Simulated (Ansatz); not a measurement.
# HfCl+ (triplet): wave-function methods side by side, def2-TZVPP

One table from this session's results is given with a row withheld; the runs are named, their logs left out.

Program: Ansatz 0.2.0, Gaussian basis. Level of theory: def2-TZVPP, core rule «outside noble gas», up to 9 orbitals frozen. These are calculated values, not measurements.

Plan: UHF; ROHF; CCSD(T) on UHF.

2 further runs of the same task are left out: 2 set aside as unsound or not needed.

**The geometry**

The geometry is a PBE0/def2-TZVP stationary point (not a proven minimum). No spin-orbit coupling is included. Elements past krypton take def2 core potentials.

2 atoms, charge 1, spin multiplicity 3.

Atoms are counted from 1 here; the program's logs count them from 0.

Bond lengths: Hf1–Cl2 2.226 Å.

Set-up of the first run:

Input file in.yaml:

```yaml
crystal:
  periodic: [false, false, false]
  atoms:
    - {symbol: Hf, position_ang: [0.000000, 0.000000, 0.000000]}
    - {symbol: Cl, position_ang: [0.000000, 0.000000, 2.226400]}
basis:
  gaussian: {orbitals: def2-TZVPP}
total_charge: 1
magnetization: {spin_polarized: true, initial_magnetization: 2}
hamiltonian: {xc: hf}
output: {orbitals: {seedname: orbitals}}
```

Launch:

```bash
ansatz run in.yaml --threads 1 --pin off --events-out ev --progress --plain --max-ram 2560MiB --backend cpu
```

Among the steps run: UHF; ROHF; CCSD(T) on UHF.

One table of the session follows, with a row left open; its other results are not shown here.

| method | from UCCSD(T) (meV) |
| --- | --- |
| ROHF | +7071.8 |
| UHF | +6969.4 |
| UMP2 | ? |
| UCCSD | +330.7 |
| UCCSD(T) | 0 |

**Question.** Estimate the row for UMP2.

As computed: from UCCSD(T) (meV): +803.0. In the column «from UCCSD(T) (meV)» it lies between UCCSD (+330.7) and UHF (+6969.4).
